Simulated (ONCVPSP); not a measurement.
# Aluminium: generating and testing an ONCV potential

Aim: build the potential from the settings below, then test how well it stands in for the atom: other configurations, scattering, ghost states and the plane-wave cutoff that it needs.

The numbers are computed with ONCVPSP 4.0.1.1 (patched build) (LDA (Perdew-Wang 92), scalar-relativistic, spin-unpolarised reference atom).

### Step 1. Starting point

Typed settings, in words:

```json
{
  "element": "aluminium (Al, Z = 13)",
  "type": "optimised norm-conserving Vanderbilt (ONCV)",
  "frozen core": "[He]",
  "valence charge": "11",
  "reference configuration": "2s2 2p6 (charge +3)",
  "partial waves": "2s: rc 0.75 bohr, ncon 3, nbas 7, qcut 14.1 1/bohr, 3 projectors, debl 2.2 Ha; 2p: rc 1.15 bohr, ncon 4, nbas 8, qcut 13.9 1/bohr, 1 projector; d scattering state at 0.15 Ha: rc 1.15 bohr, ncon 4, nbas 7, qcut 9.5 1/bohr, 2 projectors, debl 3 Ha",
  "local potential": "polynomial inside 0.55 bohr (lpopt 5, dvloc0 0 Ha)",
  "core correction": "Teter function, fcfact 5.75, rcfact 1.05"
}
```

The outer shells as boxes (Hund's rule for the drawing; the calculation is spin-unpolarised):

```
[He] core
2s [↑↓]
2p [↑↓][↑↓][↑↓]
```

An earlier all-electron run gives the scale for the radii.

All-electron outer shells of the reference configuration (LDA (PZ), scalar-relativistic, ld1.x):

```csv
shell,level (eV),outermost node (bohr),outermost maximum (bohr)
2s,-142.00,0.17,0.50
2p,-104.21,–,0.43
3s,-32.18,0.78,1.77
3p,-24.82,0.78,1.98
```

### Step 2. Generating the potential

The input, Al.dat:

```
# ATOM AND REFERENCE CONFIGURATION
# atsym  z   nc   nv     iexc    psfile
  Al 13.00    1    2  -001012      upf
#
#   n    l    f
    1    0    2.00
    2    0    2.00
    2    1    6.00
#
# PSEUDOPOTENTIAL AND OPTIMIZATION
# lmax
    2
#
#   l,   rc,      ep,       ncon, nbas, qcut
    0    0.75    0.00    3    7   14.10
    1    1.15    0.00    4    8   13.90
    2    1.15    0.15    4    7    9.50
#
# LOCAL POTENTIAL
# lloc, lpopt,  rc(5),   dvloc0
    4    5    0.55    0.00
#
# VANDERBILT-KLEINMAN-BYLANDER PROJECTORs
# l, nproj, debl
    0    3    2.20
    1    1    0.70
    2    2    3.00
#
# MODEL CORE CHARGE
# icmod, fcfact, rcfact
    3    5.75    1.05
#
# LOG DERIVATIVE ANALYSIS
# epsh1, epsh2, depsh
   -7.00    5.00    0.04
#
# OUTPUT GRID
# rlmax, drl
    6.00    0.01
#
# TEST CONFIGURATIONS
# ncnf
    4
# nvcnf
#   n    l    f
    4
    2    0    2.00
    2    1    6.00
    3    0    2.00
    3    1    1.00
#
    3
    2    0    2.00
    2    1    6.00
    3    0    2.00
#
    3
    2    0    2.00
    2    1    6.00
    3    0    1.00
#
    4
    2    0    2.00
    2    1    6.00
    3    0    1.00
    3    1    1.00
#
```

Launch:

```sh
oncvpsp.x < Al.dat > Al.out
```

Q: Predict the outcome of this session. Wanted: cutoffs for 1 and 0.1 mHa per electron, occupied waves; bound ghosts; GHOST(+) flags; largest test error; largest phase difference near zero energy, channels read; rms error of d²Exc/dn², without and with the model core; projector energies reset by the program.

**Answer**, as computed:

| quantity | value |
| --- | --- |
| cutoffs for 1 and 0.1 mHa per electron, occupied waves | 72 Ha and 86 Ha |
| bound ghosts | none found |
| GHOST(+) flags | none at low energy |
| largest test error (AE − PS) | -146 meV, for 2s2 2p6 3s1 3p1 (1 test unsolved) |
| largest phase difference near zero energy, channels read | 0.220 rad |
| rms error of d²Exc/dn², without and with the model core | 3.36 and 2.68 mHa |
| projector energies reset by the program | s: -5.219, 0.250, 2.450 Ha |

**Reading.** By total energies transferability is poor: the largest error is 146 meV on 42.0 eV, for 2s2 2p6 3s1 3p1. Of the tests 1 gave no usable energy difference, which is a warning in itself. By its cutoff, 72 Ha for the looser tolerance, it is very hard. The program's ghost test flags no bound state. Near zero energy the largest phase difference among the channels read is 0.22 rad, in the p channel. All of this concerns the isolated atom, not yet a solid.
